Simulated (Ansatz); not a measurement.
# C3H5Al: rigid scan of one bond length, by script

How does the energy of C3H5Al change as one bond is stretched? The task is a rigid scan of one bond length, for C3H5Al.

Program: the Python package of Ansatz 0.2.0. Level of theory: MP2/cc-pVDZ. These are calculated values, not measurements.

### 1 The system

Bond lengths: C1–C2 1.287 Å, C2–C3 1.504 Å, C2–Al4 2.036 Å, C3–Al4 1.777 Å, C1–H5 1.087 Å, C1–H6 1.158 Å, C3–H7 1.170 Å, C3–H8 1.065 Å, Al4–H9 1.667 Å. Angles (14 of 15 angles, heavy atoms first): C1–C2–C3 148.6°, C1–C2–Al4 153.3°, C3–C2–Al4 57.9°, C2–C3–Al4 76.2°, C2–Al4–C3 45.8°, C2–C1–H5 125.0°, C2–C1–H6 119.1°, C2–C3–H7 111.3°, C2–C3–H8 114.7°, Al4–C3–H7 112.6°, Al4–C3–H8 121.9°, C2–Al4–H9 155.1°, C3–Al4–H9 158.3°, H5–C1–H6 115.8°.

The script holds or builds the structure itself.

### 2 The code

Contents of scan_c3h5al.py:

```python
"""Potential curve of C3H5Al along one bond."""

import ansatz as az
import numpy as np


def main() -> None:
    geometry_ang = [
        ("C", (-0.0917, 1.1866, -1.2235)),
        ("C", (-0.0473, 0.2938, -0.2969)),
        ("C", (0.4242, -1.0589, 0.1606)),
        ("Al", (-0.3815, -0.3849, 1.5935)),
        ("H", (0.3294, 1.0722, -2.2194)),
        ("H", (-0.6867, 2.1623, -1.0363)),
        ("H", (1.5889, -1.0879, 0.2706)),
        ("H", (0.015, -1.8798, -0.3802)),
        ("H", (-1.0619, -0.3498, 3.1146)),
    ]
    molecule = az.Crystal.molecule()
    for symbol, xyz in geometry_ang:
        molecule = molecule.atom(symbol, xyz)

    symbols = [site.symbol for site in molecule.cartesian_sites]
    start = np.array([site.position_ang for site in molecule.cartesian_sites])
    axis = (start[8] - start[3]) / np.linalg.norm(start[8] - start[3])
    moving = [8]
    lengths, energies = [1.42, 1.53, 1.67, 1.83, 2.08, 2.5, 3.0, 3.67], []
    for length in lengths:
        xyz = start.copy()
        xyz[moving] += (length - np.linalg.norm(start[8] - start[3])) * axis
        point = az.Crystal.molecule()
        for symbol, xyz in zip(symbols, xyz):
            point = point.atom(symbol, xyz.tolist())
        calc = point.calculation().basis(gaussian="cc-pVDZ").correlation("MP2")
        r = calc.run().report
        energies.append(r["free_energy_ev"])
        print(f"r = {length:6.3f} A  E = {energies[-1]:.5f} eV  <S^2> = {abs(r['mean_field']['state']['spin_squared']):.3f}")

    print("energy above the lowest point (eV):", [round(e - min(energies), 3) for e in energies])


if __name__ == "__main__":
    main()
```

### 3 What the engine is handed

The engine receives this input (first run):

```yaml
crystal:
  periodic: [false, false, false]
  atoms:
    - { symbol: C, position_ang: [-0.0917, 1.1866, -1.2235] }
    - { symbol: C, position_ang: [-0.0473, 0.2938, -0.2969] }
    - { symbol: C, position_ang: [0.4242, -1.0589, 0.1606] }
    - { symbol: Al, position_ang: [-0.3815, -0.3849, 1.5935] }
    - { symbol: H, position_ang: [0.3294, 1.0722, -2.2194] }
    - { symbol: H, position_ang: [-0.6867, 2.1623, -1.0363] }
    - { symbol: H, position_ang: [1.5889, -1.0879, 0.2706] }
    - { symbol: H, position_ang: [0.015, -1.8798, -0.3802] }
    - { symbol: H, position_ang: [-0.961185816242798, -0.35499557297160167, 2.8894437023617283] }
basis:
  gaussian:
    orbitals: cc-pVDZ
correlation:
  method: mp2
```

### 4 Launch

The run is started by

```bash
python scan_c3h5al.py
```

Without the output at hand: what should come out? Wanted: range of energy; lowest point, distance.

As calculated:

| quantity | value |
| --- | --- |
| runs compared | 8 |
| range of energy | 4.284 eV |
| lowest point, distance (Å) | 1.53 |

**Reading.** The curve has its lowest point inside the range, at 1.53. The ends stand 0.193 and 4.28 eV above it. The distance scanned is the script's pair 3, 8. Reading the output:
- The rest of the molecule is held rigid at a force-field or estimated start geometry, and the basis set is modest; single-reference methods fail as a bond breaks.
- The orbitals are restricted, so S² is zero by construction.
- Toward dissociation an unrestricted state lies under the restricted one, by 1 to 2 eV or more.
